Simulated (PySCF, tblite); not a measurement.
# C₄H₆FGaO₂: geometry, infrared bands and NMR shifts

Wanted: the infrared bands and NMR shifts of C₄H₆FGaO₂ (`FC1=CC[O][GaH2-][O+]=C1`), by calculation.

The runs use tblite 0.8.0 and PySCF 2.14.0, with density-fitted response routines of our own; the level of theory stands in each step. All values are computed, except where a source is named. Atoms count from 0, in the outputs and in this text.

**1. Starting geometry**

14 atoms, charge 0, multiplicity 1; geometry from: force field or distance geometry start.

Bonds of the start (Å): F0–C1 1.37, C1–C2 1.32, C2–C3 1.50, C3–O4 1.38, O4–Ga5 1.80, Ga5–O6 1.87, O6–C7 1.28, C7–C1 1.47, C2–H8 1.10, C3–H9 1.13, C3–H10 1.12, Ga5–H11 1.61, Ga5–H12 1.64, C7–H13 1.09.

**2. Geometry optimisation with GFN2-xTB**

The job: settings as JSON, then the geometry in Å.

```
{"job": {"kind": "relax", "xc": "GFN2-xTB", "basis": "xTB"}, "charge": 0, "multiplicity": 1}
F      2.292500     1.653800     0.724700
C      1.285100     0.901200     0.188800
C      0.072800     1.409900     0.223200
C     -1.234000     0.876400    -0.270000
O     -1.678200    -0.242800     0.410600
Ga    -0.751400    -1.761000     0.152900
O      1.007400    -1.477500    -0.399500
C      1.705800    -0.405800    -0.328200
H      0.002800     2.413400     0.672600
H     -2.018900     1.661700    -0.069700
H     -1.246400     0.771200    -1.387000
H     -1.434700    -2.824100    -0.840900
H     -0.717900    -2.488200     1.623300
H      2.714300    -0.488600    -0.722900
```

Launch:

```console
$ OMP_NUM_THREADS=1 python probes_run.py task.json out
```

This one command runs all jobs of the session in turn.

**Question.** This job is followed by: GFN2-xTB harmonic vibrations, gas phase; GIAO PBE0/pcSseg-1 NMR shielding, non-relativistic, gas phase. What will the session give for the following? strongest single infrared mode (GFN2-xTB); zero-point energy (GFN2-xTB); ¹³C shifts against TMS (PBE0/pcSseg-1); ¹H shifts against TMS (PBE0/pcSseg-1, means over atoms taken as alike); ¹⁹F shifts against CFCl3 (PBE0/pcSseg-1); ¹⁷O shifts against H2O (PBE0/pcSseg-1); shieldings of Ga (PBE0/pcSseg-1); surface potential, 1st and 99th percentile.

The runs gave:

| quantity | value |
| --- | --- |
| strongest single infrared mode (GFN2-xTB) | 1770 cm⁻¹, 526 km/mol |
| zero-point energy (GFN2-xTB) | 52.9 kcal/mol |
| ¹³C shifts against TMS (PBE0/pcSseg-1) | 201.0, 171.0, 159.7, 74.8 ppm |
| ¹H shifts against TMS (PBE0/pcSseg-1, means over atoms taken as alike) | 9.59, 7.65, 5.82, 4.61 ppm |
| ¹⁹F shifts against CFCl3 (PBE0/pcSseg-1) | -131.1 ppm |
| ¹⁷O shifts against H2O (PBE0/pcSseg-1) | 533.3, 58.5 ppm |
| shieldings of Ga (PBE0/pcSseg-1) | Ga5 1496.5 ppm |
| surface potential, 1st and 99th percentile | -1.26 V and 1.57 V |

Over 83 steps the energy fell by 0.976 eV; of the close pairs, Ga5–O6 changed most, 1.865 to 2.009 Å. No mode is imaginary among the 36: a minimum at this level. The strongest single mode, at 1770 cm⁻¹, moves mainly H12. Unscaled tight-binding wavenumbers are off by several per cent, some by more. Its intensities can rank the bands wrongly. The most deshielded carbon is C7 (aldehyde carbonyl carbon), at 201.0 ppm: the double bond to the heteroatom, with no lone-pair donor beside it, deshields it most. H13 (hydrogen on an aldehyde carbonyl carbon) lies farthest downfield among hydrogen, at 9.59 ppm; deshielded by the polar, anisotropic C=O bond. At PBE0/pcSseg-1: The largest span, 1021 ppm, is at O6, where the paramagnetic term is -601 ppm. At PBE0/pcSseg-1, counted by nearest atom on the grid, the HOMO lies on O4 45 %; H11, H12 about 17 % each, the LUMO on C2, C7 about 27 % each; O6 19 %. Spin-orbit coupling is left out, which matters for shieldings and couplings at and beside the heavy atoms.
